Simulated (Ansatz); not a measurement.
# C₃H₂Na+ (SMILES [CH2+]C#[C][Na]): single points off equilibrium

How do the functionals fare away from a minimum? The structure is a structure displaced at random from a GFN2-xTB minimum.

Computed with Ansatz 0.2.0, Gaussian basis. Level: single points in def2-TZVPP.

Correlated methods freeze the cores. The outer core shell of Li, Na, Mg and K is correlated.

## (1) Where the work starts

SMILES `[CH2+]C#[C][Na]`, 6 atoms, charge 1, spin multiplicity 1.

Atoms are counted from 1 here; the program's logs count them from 0.

Bond lengths: C1–C2 1.337 Å, C1–H5 1.002 Å, C1–H6 1.165 Å, C2–C3 1.301 Å, C3–Na4 2.416 Å. Angles: C2–C1–H5 119.5°, C2–C1–H6 127.2°, H5–C1–H6 113.3°, C1–C2–C3 174.6°, C2–C3–Na4 175.5°.

Coordinates:

```xyz
6
C3H2Na
C     0.2289    1.2051    0.3927
C    -0.0386   -0.0568    0.0425
C    -0.1940   -1.2841   -0.3604
Na   -0.6639   -3.5201   -1.1463
H     0.7691    1.3842    1.2170
H    -0.1341    2.1757   -0.1394
```

## (2) CCSD(T)/def2-TZVPP

Contents of run/in.yaml:

```yaml
crystal:
  periodic: [false, false, false]
  atoms:
    - {symbol: C, position_ang: [0.228900, 1.205100, 0.392700]}
    - {symbol: C, position_ang: [-0.038600, -0.056800, 0.042500]}
    - {symbol: C, position_ang: [-0.194000, -1.284100, -0.360400]}
    - {symbol: Na, position_ang: [-0.663900, -3.520100, -1.146300]}
    - {symbol: H, position_ang: [0.769100, 1.384200, 1.217000]}
    - {symbol: H, position_ang: [-0.134100, 2.175700, -0.139400]}
basis:
  gaussian: {orbitals: def2-TZVPP}
total_charge: 1
correlation: {method: ccsd_t}
output: {forces: true}
```

The command line of these runs was not kept.

## (3) PBE0-D4/def2-TZVPP

Edit run/in.yaml of step 2 so:

```diff
@@ -12,3 +12,3 @@
 total_charge: 1
-correlation: {method: ccsd_t}
-output: {forces: true}
+hamiltonian: {xc: pbe0, dispersion: d4}
+output: {forces: true, orbitals: {seedname: orbitals}}
```

## (4) wB97M-V/def2-TZVPP

Edit run/in.yaml of step 3 so:

```diff
@@ -12,3 +12,3 @@
 total_charge: 1
-hamiltonian: {xc: pbe0, dispersion: d4}
-output: {forces: true, orbitals: {seedname: orbitals}}
+hamiltonian: {xc: {name: wB97M-V}}
+output: {forces: true}
```

## (5) r2SCAN-D4/def2-TZVPP

Edit run/in.yaml of step 4 so:

```diff
@@ -12,3 +12,3 @@
 total_charge: 1
-hamiltonian: {xc: {name: wB97M-V}}
+hamiltonian: {xc: r2scan, dispersion: d4}
 output: {forces: true}
```

## (6) PBE-D4/def2-TZVPP

Edit run/in.yaml of step 5 so:

```diff
@@ -12,3 +12,3 @@
 total_charge: 1
-hamiltonian: {xc: r2scan, dispersion: d4}
+hamiltonian: {xc: pbe, dispersion: d4}
 output: {forces: true}
```

## (7) LC-wPBE/def2-TZVPP

Edit run/in.yaml of step 6 so:

```diff
@@ -12,3 +12,3 @@
 total_charge: 1
-hamiltonian: {xc: pbe, dispersion: d4}
+hamiltonian: {xc: {name: LC-wPBE}}
 output: {forces: true}
```

## (8) BLYP-D4/def2-TZVPP

Edit run/in.yaml of step 7 so:

```diff
@@ -12,3 +12,3 @@
 total_charge: 1
-hamiltonian: {xc: {name: LC-wPBE}}
+hamiltonian: {xc: {name: BLYP}, dispersion: d4}
 output: {forces: true}
```

(Steps that only read results are left out.)

What does the calculation give? Wanted: energy less free atoms, CCSD(T)/def2-TZVPP; RMS force component; RMS force error; HOMO and LUMO, PBE0-D4; T1 diagnostic.

As calculated:

```
                                  quantity                                                                                           value
energy less free atoms, CCSD(T)/def2-TZVPP                                                                                      -17.148 eV
                       RMS force component                                                            1.601 to 1.801 eV/Å over the methods
                           RMS force error  PBE0-D4 0.303, wB97M-V 0.339, r2SCAN-D4 0.246, PBE-D4 0.187, LC-wPBE 0.460, BLYP-D4 0.150 eV/Å
                    HOMO and LUMO, PBE0-D4                                                                             -12.24 and -8.32 eV
                             T1 diagnostic                                                                                           0.018
```

**Reading.** Against CCSD(T) the functionals' energies less atoms differ by -1.499 to -0.237 eV, PBE-D4 by -1.499 eV. CCSD(T) in triple zeta still lacks some correlation energy of the bonds, so part of these gaps is its own basis error and they don't rank the functionals. For forces BLYP-D4 does best and LC-wPBE worst. Frozen-core CCSD(T) forces in triple zeta carry basis errors of their own, and this is one geometry, so small gaps rank nothing. The restricted Hartree–Fock reference is unstable towards an unrestricted one at one or more of these structures.
